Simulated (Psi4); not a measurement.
**One shape, several levels: quartet SnH3O2**

Aim: a comparison of 6 runs (UHF/STO-3G, UHF/3-21G, U-r2SCAN/def2-SVPD, UM06-L/def2-SVPD, UTPSS/def2-SVPD, UTPSSh/def2-SVPD) of quartet SnH3O2. 

The calculation is run with Psi4 1.11.

1 further run of the same task is left out (set aside as unsound or not needed).

### 1 The system as given

SnH3O2 has 6 atoms, charge 0, and is taken as a quartet. SMILES of the parent species: `[OH][SnH][OH]`. Geometry: relaxed at PBE0-D4/def2-TZVP. This is one conformer, not always the lowest. That shape belongs to the parent species and isn't relaxed for this state.

Bond lengths: O1–Sn2 1.978 Å, Sn2–O3 1.963 Å, O1–H4 0.960 Å, Sn2–H5 1.748 Å, O3–H6 0.962 Å. Angles: O1–Sn2–O3 99.7°, O1–Sn2–H5 110.6°, O3–Sn2–H5 104.3°, Sn2–O1–H4 115.0°, Sn2–O3–H6 112.0°.

### 2 Energy and forces at UHF/STO-3G (run 1)

The input, run_ase.py:

```python
import numpy as np
from ase.calculators.psi4 import Psi4
from ase import Atoms

mol = Atoms(['O', 'Sn', 'O', 'H', 'H', 'H'], positions=[
    [-1.248300, -0.684700, -0.233400],
    [0.417000, 0.302500, -0.639600],
    [1.413900, -0.038300, 1.016700],
    [-1.852000, -0.783400, -0.973600],
    [0.128600, 2.026100, -0.624300],
    [1.182700, -0.886000, 1.408100],
])
calc = Psi4(atoms=mol, method='scf', basis='STO-3G', memory='2200MB', num_threads=1, charge=0, multiplicity=4, label='h3o2sn', reference='uhf')
calc.psi4.set_options({'puream': True, 'e_convergence': 1e-09, 'd_convergence': 1e-08, 'scf_type': 'pk', 'maxiter': 100})
mol.calc = calc

forces = mol.get_forces()
print(f'energy: {mol.get_potential_energy():.6f} eV')
print('forces / eV A^-1')
print(np.round(forces, 5))
```

On the command line:

```
python run_ase.py
```

h3o2sn.dat:

```text
[...]
  Running in c1 symmetry.
[...]
  Nuclear repulsion =  276.879869199419147
[...]
  Multiplicity = 4
[...]
  Nalpha       = 36
  Nbeta        = 33
[...]
    Number of basis functions: 40
[...]
   @UHF iter   1: -6112.14711986698603   -3.55150e+00   1.19182e-02 ADIIS/DIIS
[...]
   @UHF iter  22: -6112.45755178466334    5.45697e-12   8.64873e-09 DIIS
[...]
   @S^2 Observed:                3.760353531E+00
[...]
  @UHF Final Energy: -6112.45755178466334
   => Energetics <=
    Nuclear Repulsion Energy =            276.8798691994191472
    One-Electron Energy =               -9011.9019025981306186
    Two-Electron Energy =                2622.5644816140475086
    Total Energy =                      -6112.4575517846633375
  UHF NO Occupations:
  HONO-2 :   34  A 1.0000000
  HONO-1 :   35  A 1.0000000
[...]
  -Total Gradient:
     Atom            X                  Y                   Z
    ------   -----------------  -----------------  -----------------
       1        0.072116679141     0.077167256298    -0.107731929593
       2       -0.125221107378    -0.129926631389     0.039573962813
       3       -0.007939984275    -0.028822868407     0.008695437379
       4        0.061683065939     0.013237747927     0.069365718766
       5       -0.012994865460     0.035677183363     0.002330966791
       6        0.012356212016     0.032667312487    -0.012234156143
[...]
```

The script printed:

```text
energy: -166328.441999 eV
forces / eV A^-1
[[-3.70839 -3.9681   5.5398 ]
 [ 6.43913  6.6811  -2.03497]
 [ 0.40829  1.48213 -0.44714]
 [-3.17187 -0.68071 -3.56693]
 [ 0.66822 -1.83459 -0.11986]
 [-0.63538 -1.67982  0.62911]]
```

It took 1.8 s on 1 thread of Intel Xeon 6975P-C (Granite Rapids), shared host; peak memory 0.2 GiB.

### 3 Energy and forces at UHF/3-21G (run 2)

The input, calc.in:

```
memory 2200 mb

molecule {
  0 4
  O
  Sn 1 1.978076
  O 2 1.962978 1 99.6503
  H 1 0.960256 2 114.97879 3 -170.37312
  H 2 1.747629 3 104.33832 1 114.29614
  H 3 0.961895 2 111.97919 5 144.70045
  units angstrom
  symmetry c1
}

set basis 3-21G
set reference uhf
set puream true
set e_convergence 1e-09
set d_convergence 1e-08
set scf_type pk
set maxiter 100

result, w = gradient('hf', return_wfn=True)
oeprop(w, 'QUADRUPOLE', 'MULLIKEN_CHARGES', 'DIPOLE')
```

On the command line:

```
psi4 -n 1 calc.in calc.out
```

calc.out:

```text
[...]
  Running in c1 symmetry.
[...]
  Nuclear repulsion =  276.879914975066583
[...]
  Multiplicity = 4
[...]
  Nalpha       = 36
  Nbeta        = 33
[...]
    Number of basis functions: 55
[...]
   @UHF iter   1: -6146.38813049221244   -3.68968e+00   1.12640e-02 DIIS/ADIIS
[...]
   @UHF iter  24: -6146.71213248855292    2.72848e-12   6.98757e-09 DIIS
[...]
   @S^2 Observed:                3.758835004E+00
[...]
  @UHF Final Energy: -6146.71213248855292
   => Energetics <=
    Nuclear Repulsion Energy =            276.8799149750665833
    One-Electron Energy =               -9032.9619523836499866
    Two-Electron Energy =                2609.3699049200308764
    Total Energy =                      -6146.7121324885520153
  UHF NO Occupations:
  HONO-2 :   34  A 1.0000000
  HONO-1 :   35  A 1.0000000
[...]
  -Total Gradient:
     Atom            X                  Y                   Z
    ------   -----------------  -----------------  -----------------
       1        0.003535714792     0.063516016302     0.090507004454
       2        0.013771309865    -0.022190031455    -0.131795586164
       3       -0.003549826785    -0.004469782768     0.016300048319
       4       -0.007678173351    -0.051438840700     0.026891307837
       5       -0.004162894264    -0.001783792833    -0.002624085926
       6       -0.001916130253     0.016366431554     0.000721311432
[...]
```

It took 1.9 s on 1 thread of Intel Xeon 6975P-C (Granite Rapids), shared host; peak memory 0.2 GiB.

### 4 The energy at U-r2SCAN/def2-SVPD (core potential) (run 3)

The input, input.in:

```
memory 2.2 GB

molecule system {
  0 4
  O     -1.248300    -0.684700    -0.233400
  Sn     0.417000     0.302500    -0.639600
  O      1.413900    -0.038300     1.016700
  H     -1.852000    -0.783400    -0.973600
  H      0.128600     2.026100    -0.624300
  H      1.182700    -0.886000     1.408100
  symmetry c1
}

set basis def2-SVPD
set reference uks
set puream true
set e_convergence 1e-09
set d_convergence 1e-08
set scf_type pk
set dft_radial_points 99
set dft_spherical_points 590
set maxiter 100

e_tot, wfn = energy('r2scan', return_wfn=True)
print_variables()
```

On the command line:

```
psi4 -n 1 input.in input.out
```

input.out:

```text
[...]
    !!!  WARNING: ECP capability is in beta. Please check occupations closely.  !!!
[...]
  Running in c1 symmetry.
[...]
  Nuclear repulsion =  136.297544318308439
[...]
  Multiplicity = 4
[...]
  Nalpha       = 22
  Nbeta        = 19
[...]
    Number of basis functions: 102
[...]
   @UKS iter   1:  -365.72347788629531   -7.54920e-01   1.00118e-02 ADIIS/DIIS
[...]
   @UKS iter  23:  -366.21805174569306   -7.38964e-13   5.97563e-09 DIIS
[...]
   @S^2 Observed:                3.762537099E+00
[...]
  @UKS Final Energy:  -366.21805174569306
   => Energetics <=
    Nuclear Repulsion Energy =            136.2975443183084394
    One-Electron Energy =                -855.4401951619732927
    Two-Electron Energy =                 389.1979685371009623
    DFT Exchange-Correlation Energy =     -36.2733694391292332
    Empirical Dispersion Energy =           0.0000000000000000
    VV10 Nonlocal Energy =                  0.0000000000000000
    Total Energy =                       -366.2180517456930602
[...]
 Multipole Moments:
 ------------------------------------------------------------------------------------
     Multipole            Electronic (a.u.)      Nuclear  (a.u.)        Total (a.u.)
 ------------------------------------------------------------------------------------
 L = 1.  Multiply by 2.5417464519 to convert [e a0] to [Debye]
 Dipole X            :          7.0838578           -7.2405098           -0.1566521
 Dipole Y            :          9.6171692          -10.2161760           -0.5990068
 Dipole Z            :        -16.7689456           17.0770848            0.3081392
 Magnitude           :                                                    0.6915914
[...]
```

It took 60 s on 1 thread of Intel Xeon 6975P-C (Granite Rapids), shared host; peak memory 1.2 GiB.

Runs 4 to 5 aren't shown in full; the table further down has their settings and results.

### 5 The energy at UTPSSh/def2-SVPD (core potential) (run 6)

The input, h3o2sn.inp:

```
memory 2200 mb

molecule system {
  0 4
  O     -1.248300    -0.684700    -0.233400
  Sn     0.417000     0.302500    -0.639600
  O      1.413900    -0.038300     1.016700
  H     -1.852000    -0.783400    -0.973600
  H      0.128600     2.026100    -0.624300
  H      1.182700    -0.886000     1.408100
  symmetry c1
}

set basis def2-SVPD
set reference uks
set puream true
set e_convergence 1e-09
set d_convergence 1e-08
set scf_type pk
set dft_radial_points 99
set dft_spherical_points 590
set maxiter 100

energy_value, wavefunction = energy('tpssh', return_wfn=True)
```

On the command line:

```
psi4 -i h3o2sn.inp -o h3o2sn.out -n 1
```

h3o2sn.out:

```text
[...]
    !!!  WARNING: ECP capability is in beta. Please check occupations closely.  !!!
[...]
  Running in c1 symmetry.
[...]
  Nuclear repulsion =  136.297544318308439
[...]
  Multiplicity = 4
[...]
  Nalpha       = 22
  Nbeta        = 19
[...]
    Number of basis functions: 102
[...]
   @UKS iter   1:  -365.63991610198866   -7.81231e-01   1.00591e-02 ADIIS/DIIS
[...]
   @UKS iter  23:  -366.13371154549503   -1.60298e-11   8.18190e-09 DIIS
[...]
   @S^2 Observed:                3.761772638E+00
[...]
  @UKS Final Energy:  -366.13371154549503
   => Energetics <=
    Nuclear Repulsion Energy =            136.2975443183084394
    One-Electron Energy =                -855.3463700324912224
    Two-Electron Energy =                 385.6509425427168480
    DFT Exchange-Correlation Energy =     -32.7358283740290545
    Empirical Dispersion Energy =           0.0000000000000000
    VV10 Nonlocal Energy =                  0.0000000000000000
    Total Energy =                       -366.1337115454950322
[...]
 Multipole Moments:
 ------------------------------------------------------------------------------------
     Multipole            Electronic (a.u.)      Nuclear  (a.u.)        Total (a.u.)
 ------------------------------------------------------------------------------------
 L = 1.  Multiply by 2.5417464519 to convert [e a0] to [Debye]
 Dipole X            :          7.0204169           -7.2405098           -0.2200929
 Dipole Y            :          9.5976621          -10.2161760           -0.6185139
 Dipole Z            :        -16.8075589           17.0770848            0.2695259
 Magnitude           :                                                    0.7096792
[...]
```

Run time: 68 s. Hardware: 1 thread of Intel Xeon 6975P-C (Granite Rapids), shared host; peak memory 1.2 GiB.

### 6 The series

```tsv
run	level	task	core potential	energy (Eh)	dipole moment (D)	HOMO energy (eV)	⟨S²⟩	wall time
1	UHF/STO-3G	gradient	none	-6112.457552	5.11	0.44	3.760	1.8 s
2	UHF/3-21G	gradient	none	-6146.712132	5.41	-3.97	3.759	1.9 s
3	U-r2SCAN/def2-SVPD (core potential)	energy	def2	-366.218052	1.76	-2.26	3.763	60 s
4	UM06-L/def2-SVPD (core potential)	energy	def2	-366.334626	2.20	-1.78	3.760	60 s
5	UTPSS/def2-SVPD (core potential)	gradient	def2	-366.146115	1.83	-2.04	3.758	75 s
6	UTPSSh/def2-SVPD (core potential)	energy	def2	-366.133712	1.80	-2.38	3.762	68 s
```

### 7 What came out

```
                                 quantity          value
                      run 6: total energy  -366.13371 Eh
                     run 6: dipole moment         1.80 D
run 6: HOMO energy (highest over α and β)       -2.38 eV
                              run 6: ⟨S²⟩          3.762
```

What this shows: The dipole moment (its size) runs from 1.76 D (U-r2SCAN/def2-SVPD) to 5.41 D (UHF/3-21G). The two ends differ in method and basis and core potential. Totals of different functionals can't be ranked against each other. Some runs of one species differ in core potentials or relativity; totals across that change don't compare. In run 1 the basis is minimal, so the values are rough. In runs 1, 2 relativity is left out where basis or elements ask for it. All runs together took 4.5 min, the longest 75 s.
